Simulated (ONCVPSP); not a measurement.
# Pseudopotential generation for hafnium: ONCV, LDA (Perdew-Wang 92)

Aim: build the potential from the settings below, then test how well it stands in for the atom: other configurations, scattering, ghost states and the plane-wave cutoff that it needs.

Program: ONCVPSP 4.0.1. Reference atom: LDA (Perdew-Wang 92), scalar-relativistic, spherical and spin-unpolarised. All values are calculated.

### Step 1. The design

Typed settings, in words:

| Quantity | Value |
| --- | --- |
| element | hafnium (Hf, Z = 72) |
| type | optimised norm-conserving Vanderbilt (ONCV) |
| frozen core | [Xe] 4f14 |
| valence charge | 4 |
| reference configuration | 5d2 6s2 |
| partial waves | 6s: rc 2.95 bohr, ncon 3, nbas 7, qcut 2.2 1/bohr, 2 projectors, debl 2.4 Ha; p scattering state at 0.23 Ha: rc 2.40 bohr, ncon 4, nbas 7, qcut 3 1/bohr, 2 projectors, debl 2.2 Ha; 5d: rc 1.90 bohr, ncon 4, nbas 7, qcut 5.4 1/bohr, 2 projectors, debl 2.8 Ha |
| local potential | polynomial inside 1.35 bohr (lpopt 5, dvloc0 0 Ha) |
| core correction | not asked for |

The nodes and maxima of the atom's own shells, from an earlier all-electron run, set the scale for the radii.

All-electron outer shells of the reference configuration (LDA (PZ), scalar-relativistic, ld1.x):

```tsv
shell	level (eV)	outermost node (bohr)	outermost maximum (bohr)
4f	-17.03	–	0.45
6s	-5.27	1.37	2.89
5d	-2.87	0.67	1.71
6p	-1.47	1.66	4.05
```

### Step 2. Generation

Input file Hf.dat:

```
# ATOM AND REFERENCE CONFIGURATION
# atsym  z   nc   nv     iexc    psfile
  Hf 72.00   12    2  -001012      upf
#
#   n    l    f
    1    0    2.00
    2    0    2.00
    2    1    6.00
    3    0    2.00
    3    1    6.00
    3    2   10.00
    4    0    2.00
    4    1    6.00
    4    2   10.00
    4    3   14.00
    5    0    2.00
    5    1    6.00
    5    2    2.00
    6    0    2.00
#
# PSEUDOPOTENTIAL AND OPTIMIZATION
# lmax
    2
#
#   l,   rc,      ep,       ncon, nbas, qcut
    0    2.95    0.00    3    7    2.20
    1    2.40    0.23    4    7    3.00
    2    1.90    0.00    4    7    5.40
#
# LOCAL POTENTIAL
# lloc, lpopt,  rc(5),   dvloc0
    4    5    1.35    0.00
#
# VANDERBILT-KLEINMAN-BYLANDER PROJECTORs
# l, nproj, debl
    0    2    2.40
    1    2    2.20
    2    2    2.80
#
# MODEL CORE CHARGE
# icmod, fcfact, rcfact
    0    0.00    0.00
#
# LOG DERIVATIVE ANALYSIS
# epsh1, epsh2, depsh
   -2.00    5.00    0.02
#
# OUTPUT GRID
# rlmax, drl
    6.00    0.01
#
# TEST CONFIGURATIONS
# ncnf
    4
# nvcnf
#   n    l    f
    2
    5    2    2.00
    6    0    1.00
#
    2
    5    2    2.00
    6    0    0.00
#
    2
    5    2    1.00
    6    0    0.00
#
    2
    5    2    2.50
    6    0    1.50
#
```

Launch:

```bash
$ oncvpsp.x < Hf.dat > Hf.out
```

Q: Predict the outcome of this session. Wanted: cutoffs for 1 and 0.1 mHa per electron, occupied waves; bound ghosts; GHOST(+) flags; largest test error; largest phase difference near zero energy, channels read.

As calculated:

| quantity | value |
| --- | --- |
| cutoffs for 1 and 0.1 mHa per electron, occupied waves | 12 Ha and 15 Ha |
| bound ghosts | s at -52.90 eV, p at -19.90 eV |
| GHOST(+) flags | s at 83 eV, p at 274 eV |
| largest test error (AE − PS) | +81 meV, for 5d2 6s0 (1 test unsolved) |
| largest phase difference near zero energy, channels read | 0.053 rad |

**Reading.** A bound ghost (s, p) makes it unfit for use: electrons can fall into a state that the atom doesn't have. The worst unpolarised test, 5d2 6s0, is off by 81 meV on 22.7 eV; by total energies transferability rates as fair where solved. Of the tests 1 gave no usable energy difference, which is a warning in itself. It counts as soft on the atom at that tolerance, with 12 Ha needed at the looser tolerance. At the looser tolerance the 5d wave is the slowest; 6s needs 3 Ha. That counts occupied waves only; other projectors can need more. Of the channels read, p scatters worst near zero energy, by up to 0.05 rad. The program also flags highly localised states, GHOST(+) (s, p). All of this concerns the isolated atom, not yet a solid.
